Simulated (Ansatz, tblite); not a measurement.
# The cluster Mg₂F₅−: rung by rung

Aim: run the singlet of the cluster Mg₂F₅− at one geometry on many levels, and compare frontier levels, spin and run time.

Method: as each input shows; program: Ansatz 0.2.0, Gaussian basis.

The runs, in order: GFN1-xTB, GFN2-xTB, PBE-D4/def2-TZVPD, r2SCAN-D4/def2-TZVPD, BLYP-D4/def2-TZVPD, PBE-QIDH/def2-TZVPD, revPBE-D4/def2-TZVPD, CCSD(T)/def2-SVPD, MP2/def2-TZVPD.

4 further runs of the same task are left out: 4 set aside as unsound or not needed. Runs told in other sessions of the task aren't counted.

## Step 1: The geometry

The singlet was relaxed beforehand with PBE-D4/def2-SVPD. At that level it is the lowest of the isomers that a small search found.

7 atoms, charge -1, spin multiplicity 1.

Bond lengths: Mg1–F3 1.980 Å, Mg1–F4 1.980 Å, Mg1–F5 1.980 Å, Mg1–F7 1.826 Å, Mg2–F3 1.980 Å, Mg2–F4 1.980 Å, Mg2–F5 1.980 Å, Mg2–F6 1.826 Å. Angles: F3–Mg1–F4 82.8°, F3–Mg1–F5 82.8°, F3–Mg1–F7 130.3°, F4–Mg1–F5 82.8°, F4–Mg1–F7 130.2°, F5–Mg1–F7 130.2°, F3–Mg2–F4 82.8°, F3–Mg2–F5 82.8°, F3–Mg2–F6 130.2°, F4–Mg2–F5 82.8°, F4–Mg2–F6 130.2°, F5–Mg2–F6 130.2°, Mg1–F3–Mg2 80.5°, Mg1–F4–Mg2 80.5°, Mg1–F5–Mg2 80.5°.

The ion is computed in the gas phase, without counter-ions or solvent.

PBE0-D4/def2-TZVPD was run before; its log isn't repeated, and its numbers join the tables.

## Step 2: GFN1-xTB

Tight binding, by tblite at 300 K electronic temperature and without a spin-polarisation term:

```python
tblite.interface.Calculator('GFN1-xTB', numbers, positions, charge=-1, uhf=0).singlepoint()
```

Energy -750.6602 eV, HOMO -8.46 eV, LUMO -5.47 eV; 0.003 s.

## Step 3: GFN2-xTB

Tight binding, by tblite at 300 K electronic temperature and without a spin-polarisation term:

```python
tblite.interface.Calculator('GFN2-xTB', numbers, positions, charge=-1, uhf=0).singlepoint()
```

Energy -691.6799 eV, HOMO -8.35 eV, LUMO -4.71 eV; 0.006 s.

## Step 4: PBE-D4/def2-TZVPD

start.molden holds the orbitals of an earlier run on this state, given as this run's starting guess.

Contents of in.yaml:

```yaml
crystal:
  periodic: [false, false, false]
  atoms:
    - {symbol: Mg, position_ang: [0.981463, 0.347545, -0.742639]}
    - {symbol: Mg, position_ang: [-0.981513, -0.347499, 0.742574]}
    - {symbol: F, position_ang: [-0.966207, 0.389310, -1.094840]}
    - {symbol: F, position_ang: [0.421073, 1.018933, 1.033562]}
    - {symbol: F, position_ang: [0.545025, -1.408167, 0.061191]}
    - {symbol: F, position_ang: [-2.382670, -0.843975, 1.802641]}
    - {symbol: F, position_ang: [2.382840, 0.843852, -1.802490]}
basis:
  gaussian: {orbitals: def2-TZVPD, initial_orbitals: start.molden}
total_charge: -1
hamiltonian: {xc: pbe, dispersion: d4}
scf: {omitted_lower_state_checks: [starts]}
output: {forces: true, orbitals: {seedname: orbitals}}
```

Started as:

```sh
$ ansatz run in.yaml --threads 4 --pin off --events-out ev --progress --plain --max-ram 4787MiB
```

The runs that follow: r2SCAN-D4/def2-TZVPD; BLYP-D4/def2-TZVPD; PBE-QIDH/def2-TZVPD; revPBE-D4/def2-TZVPD; CCSD(T)/def2-SVPD; MP2/def2-TZVPD.

Before running them: what should the planned runs give, taken together? Wanted: gap in def2-TZVPD, named functionals, smallest and largest; correlation energy, CCSD(T)/def2-SVPD; correlation energy, MP2/def2-TZVPD.

As calculated:

| quantity | value |
| --- | --- |
| gap in def2-TZVPD, named functionals, smallest and largest | 5.95 eV (revPBE-D4), 8.57 eV (PBE0-D4) |
| correlation energy, CCSD(T)/def2-SVPD | -31.03 eV |
| correlation energy, MP2/def2-TZVPD | -46.74 eV |

What this shows: Over the named functionals in def2-TZVPD the gap runs from 5.95 eV (revPBE-D4) to 8.57 eV (PBE0-D4); exact exchange widens it.
